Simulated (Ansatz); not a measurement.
# PtTe: the cost of one run

Program: Ansatz 0.2.0. Level of theory: DFT r²SCAN+U (U_eff = 3 eV on Pt d), plane waves, PAW, no spin–orbit coupling unless a run says so. These are calculated values, not measurements.

## 1. The starting structure

The structure is hexagonal, space group P6_3/mmc (No. 194). The conventional cell has a = 4.111 Å, b = 4.111 Å, c = 5.446 Å, α = 90.00°, β = 90.00°, γ = 120.00°. Te (site symmetry -6m2) is surrounded by 6 Pt at 2.74 Å. Pt (site symmetry -3m) has 2 Pt at 2.72 Å and 6 Te at 2.74 Å as nearest neighbours.

Coordinates:

```cif
data_structure
_symmetry_space_group_name_H-M 'P6_3/mmc'
_symmetry_Int_Tables_number 194
_cell_length_a 4.1110
_cell_length_b 4.1110
_cell_length_c 5.4460
_cell_angle_alpha 90.000
_cell_angle_beta 90.000
_cell_angle_gamma 120.000
_cell_volume 79.71
loop_
_atom_site_label
_atom_site_type_symbol
_atom_site_symmetry_multiplicity
_atom_site_Wyckoff_symbol
_atom_site_fract_x
_atom_site_fract_y
_atom_site_fract_z
_atom_site_occupancy
Te1 Te 2 c 0.33333 0.66667 0.25000 1
Pt1 Pt 2 a 0.00000 0.00000 0.00000 1
```

Magnetic order typed: opposed in the cell.

An earlier series on this cell reached its lowest free state from «natural orbitals of the symmetric run, filled by rank», perhaps among other starts (it ended without moments).

## 2. Random orbitals: single harmonics, second filling

Input file input.yaml:

```yaml
crystal:
  lattice:
    - [4.11099924, 0.0, 0.0]
    - [-2.05549962, 3.56022978, 0.0]
    - [0.0, 0.0, 5.44599925]
  atoms:
    - { symbol: Te, position: [0.3333333333, 0.6666666667, 0.25] }
    - { symbol: Te, position: [0.6666666667, 0.3333333333, 0.75] }
    - { symbol: Pt, position: [0.0, 0.0, 0.0], spin: 0.3 }
    - { symbol: Pt, position: [0.0, 0.0, 0.5], spin: -0.3 }
basis:
  ecutwfc: 500
  ecutrho_ratio: 4
kpoints:
  mp_grid: { grid: [5, 5, 4] }
hamiltonian:
  xc: r2scan
  hubbard:
    sites:
      - { site: 2, l: d, u_eff: 3.0, starting_ns: [{ spin: up, occupation_matrix: s2up }, { spin: down, occupation_matrix: s2down }] }
      - { site: 3, l: d, u_eff: 3.0, starting_ns: [{ spin: up, occupation_matrix: s3up }, { spin: down, occupation_matrix: s3down }] }
    occupation_matrices:
      s2up:
        matrix:
          - [0.97, 0.0, 0.0, 0.0, 0.0]
          - [0.0, 0.97, 0.0, 0.0, 0.0]
          - [0.0, 0.0, 0.97, 0.0, 0.0]
          - [0.0, 0.0, 0.0, 0.02, 0.0]
          - [0.0, 0.0, 0.0, 0.0, 0.97]
      s2down:
        matrix:
          - [0.02, 0.0, 0.0, 0.0, 0.0]
          - [0.0, 0.97, 0.0, 0.0, 0.0]
          - [0.0, 0.0, 0.97, 0.0, 0.0]
          - [0.0, 0.0, 0.0, 0.97, 0.0]
          - [0.0, 0.0, 0.0, 0.0, 0.97]
      s3up:
        matrix:
          - [0.02, 0.0, 0.0, 0.0, 0.0]
          - [0.0, 0.97, 0.0, 0.0, 0.0]
          - [0.0, 0.0, 0.97, 0.0, 0.0]
          - [0.0, 0.0, 0.0, 0.97, 0.0]
          - [0.0, 0.0, 0.0, 0.0, 0.97]
      s3down:
        matrix:
          - [0.97, 0.0, 0.0, 0.0, 0.0]
          - [0.0, 0.97, 0.0, 0.0, 0.0]
          - [0.0, 0.0, 0.97, 0.0, 0.0]
          - [0.0, 0.0, 0.0, 0.97, 0.0]
          - [0.0, 0.0, 0.0, 0.0, 0.02]
    ns_hold: { iters: 12 }
scf:
  occupations: { method: gaussian, width: 0.05 }
  lower_state_search: "off"
  max_iter: 150
output:
  forces: true
  stress: true
  eigenvalues: true
  populations: true
  hubbard: { sites: [{ site: 2, l: d }, { site: 3, l: d }] }
magnetization:
  spin_polarized: true
```

The typed matrices put 0.97 on the chosen orbitals and 0.02 on the others, and are held for 12 cycles.

The run is started by

```
> ansatz run input.yaml --threads 4 --pin off --max-ram 6144MiB --backend cpu --events-out ev --progress --plain --runs-dir out
```

**Question.** How long does this run take on 4 threads of Intel Xeon 6975P-C (Granite Rapids), shared host, and how much memory does it need?

About 13 s, with a peak of 0.84 GiB.
